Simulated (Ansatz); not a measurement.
# the Sr-Cd system: a small convex hull

With the Ansatz DFT code, driven from Python.

At the Python prompt:
```pycon
>>> from collections import Counter
>>> import warnings
>>> import ansatz as az
>>> import numpy as np
>>> PHASES = {
...     "SrCd3 Fm-3m": (
...         [(0.0, 3.71876144, 3.71876144), (3.71876144, 0.0, 3.71876144), (3.71876144, 3.71876144, 0.0)],
...         [
...             ("Sr", (0.0, 0.0, 0.0)),
...             ("Cd", (0.25, 0.25, 0.25)),
...             ("Cd", (0.75, 0.75, 0.75)),
...             ("Cd", (0.5, 0.5, 0.5)),
...         ],
...     ),
...     "SrCd Pm-3m": (
...         [(4.003, 0.0, 0.0), (0.0, 4.003, 0.0), (0.0, 0.0, 4.003)],
...         [
...             ("Sr", (0.5, 0.5, 0.5)),
...             ("Cd", (0.0, 0.0, 0.0)),
...         ],
...     ),
...     "Sr": (
...         [(0.0, 3.04235, 3.04235), (3.04235, 0.0, 3.04235), (3.04235, 3.04235, 0.0)],
...         [
...             ("Sr", (0.0, 0.0, 0.0)),
...         ],
...     ),
...     "Cd": (
...         [(2.97887, 0.0, 0.0), (-1.489435, 2.57977709, 0.0), (0.0, 0.0, 5.61765)],
...         [
...             ("Cd", (1 / 3, 2 / 3, 0.25)),
...             ("Cd", (2 / 3, 1 / 3, 0.75)),
...         ],
...     ),
... }
>>> def build(vectors, sites):
...     crystal = az.Crystal(lattice=az.Lattice.of(vectors))
...     for symbol, position in sites:
...         crystal = crystal.atom(symbol, position)
...     return crystal
...
>>> def compute(name, crystal):
...     calc = (
...         crystal.calculation()
...         .functional("LDA")
...         .basis(450)
...         .kpoints(spacing=0.14)
...         .occupations("cold", width=0.05)
...     )
...     calc = calc.relax(force_tolerance=0.02, cell=True)
...     return calc.run(threads=1)
...
>>> def counts(outcome):
...     return Counter(site.symbol for site in outcome.lattice.sites)
...
>>> def formation_energy(outcome, mu):
...     n = counts(outcome)
...     return (outcome.report["energy_sigma0_ev"] - sum(k * mu[element] for element, k in n.items())) / sum(n.values())
...
>>> warnings.simplefilter("ignore", az.DeckWarning)
>>> phases = {name: build(*cell) for name, cell in PHASES.items()}
>>> done = {}
>>> for name, crystal in phases.items():
...     done[name] = compute(name, crystal)
...     print(f"{name}: {done[name].report['energy_sigma0_ev']:.4f} eV, {len(done[name].lattice.sites)} atoms")
...
SrCd3 Fm-3m: -27799.0148 eV, 4 atoms
SrCd Pm-3m: -11562.8853 eV, 2 atoms
Sr: -3444.3168 eV, 1 atoms
Cd: -16235.7744 eV, 2 atoms
>>> # chemical potentials of the elements at zero temperature
>>> references = {"Sr": "Sr", "Cd": "Cd"}
>>> mu = {element: done[name].report["energy_sigma0_ev"] / len(done[name].lattice.sites) for element, name in references.items()}
>>> points = sorted((counts(o)["Cd"] / len(o.lattice.sites), formation_energy(o, mu), name) for name, o in done.items())
>>> # walk in x and drop points that lie above the chord
>>> hull = []
>>> for x, e, _ in points:
...     while len(hull) > 1 and (hull[-1][0] - hull[-2][0]) * (e - hull[-2][1]) - (hull[-1][1] - hull[-2][1]) * (x - hull[-2][0]) <= 0:
...         hull.pop()
...     hull.append((x, e))
...
>>> rows = [(name, x, e, e - np.interp(x, *zip(*hull))) for x, e, name in points]
>>> print("| phase | x(Cd) | E_form (eV/atom) | above hull (eV/atom) |")
| phase | x(Cd) | E_form (eV/atom) | above hull (eV/atom) |
>>> print("| --- | --- | --- | --- |")
| --- | --- | --- | --- |
>>> for row in rows:
...     print(f"| {row[0]} | {row[1]:.3f} | {row[2]:.4f} | {row[3]:.4f} |")
...
| Sr | 0.000 | 0.0000 | 0.0000 |
| SrCd Pm-3m | 0.500 | -0.3406 | 0.0000 |
| SrCd3 Fm-3m | 0.750 | -0.2591 | 0.0000 |
| Cd | 1.000 | 0.0000 | 0.0000 |
>>> print("on the hull of these phases:", ", ".join(row[0] for row in rows if row[3] < 1e-6))
on the hull of these phases: Sr, SrCd Pm-3m, SrCd3 Fm-3m, Cd
```

Notes:
- Absolute energies stand on the zero of these potentials, so only differences at equal settings mean something.
- The cells come from databases of deposited and of computed structures, and not all need be stable phases.
- Differences under 10 to 15 meV an atom lie within the error of mesh and functional, so such verdicts may flip; only the cells listed enter the hull.
- It ran for 2 min on 1 thread of Arm Neoverse V1, on a shared host, peak memory 0.55 GiB.
